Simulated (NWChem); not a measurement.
# B3LYP/6-31G(d) (Cartesian functions) run of C8H6BF3Se (SMILES CC#CB1C=CC=C(C(F)(F)F)[Se]1)

We compute energy and gradient of C8H6BF3Se. 

The results are computed with NWChem 7.3.0.

## 1. The structure to begin with

C8H6BF3Se has 19 atoms, charge 0, and is taken as a singlet. SMILES: `CC#CB1C=CC=C(C(F)(F)F)[Se]1`. Geometry: a GFN2-xTB relaxation, a rough one for these elements and not checked as a minimum.

Some bond lengths: C1–C2 1.443 Å, C2–C3 1.209 Å, C3–B4 1.501 Å, B4–C5 1.523 Å, C5–C6 1.360 Å, C6–C7 1.419 Å, C7–C8 1.357 Å, C8–C9 1.497 Å, C9–F10 1.342 Å, C9–F11 1.348 Å, C9–F12 1.342 Å, B4–Se13 1.927 Å, C8–Se13 1.864 Å, C1–H14 1.090 Å, C1–H15 1.090 Å, C1–H16 1.090 Å. Some angles: C1–C2–C3 179.8°, C2–C3–B4 179.1°, C3–B4–C5 122.2°, C3–B4–Se13 118.5°, C5–B4–Se13 119.3°, B4–C5–C6 125.5°, C5–C6–C7 125.0°, C6–C7–C8 125.4°, C7–C8–C9 118.9°, C7–C8–Se13 126.5°.

## 2. Energy and forces at B3LYP/6-31G(d) (Cartesian functions)

geom.nw reads:

```
start geom
title "C8H6BF3Se"
memory 2900 mb

geometry noautosym nocenter noautoz
C     -4.691370     0.539980     0.007390
C     -3.265670     0.318170    -0.005360
C     -2.071410     0.132400    -0.011400
B     -0.592080    -0.120970    -0.016380
C     -0.009070    -1.527790    -0.007130
C      1.316260    -1.833670    -0.003080
C      2.371230    -0.884390    -0.009600
C      2.215590     0.463920    -0.031270
C      3.433200     1.334320     0.000980
F      4.453100     0.840000    -0.718430
F      3.908390     1.497310     1.251970
F      3.194080     2.567540    -0.470330
Se     0.600050     1.392940    -0.033100
H     -4.930800     1.477850    -0.493630
H     -5.044170     0.591640     1.037610
H     -5.204180    -0.277700    -0.499210
H     -0.692390    -2.369090    -0.000920
H      1.626540    -2.871230     0.006930
H      3.382720    -1.271230    -0.005040
end

basis
C library 6-31G*
B library 6-31G*
F library 6-31G*
Se library 6-31G*
H library 6-31G*
end

dft
xc b3lyp
grid fine
convergence energy 1e-08
iterations 100
mulliken
end

task dft gradient
```

Run with:

```console
$ nwchem geom.nw > geom.out
```

Q: Predict the results. Wanted: total energy; dipole moment; HOMO energy; LUMO energy; HOMO–LUMO gap; largest force on an atom.

Computed results:

Level: B3LYP/6-31G* (Cartesian functions).

| quantity | value |
| --- | --- |
| total energy | -3034.11209 Eh |
| dipole moment | 3.12 D |
| HOMO energy | -6.46 eV |
| LUMO energy | -2.14 eV |
| HOMO–LUMO gap | 4.32 eV |
| largest force on an atom | 0.732 eV/Å |

The largest force is 0.73 eV/Å: the shape isn't a stationary point for this species at this level.
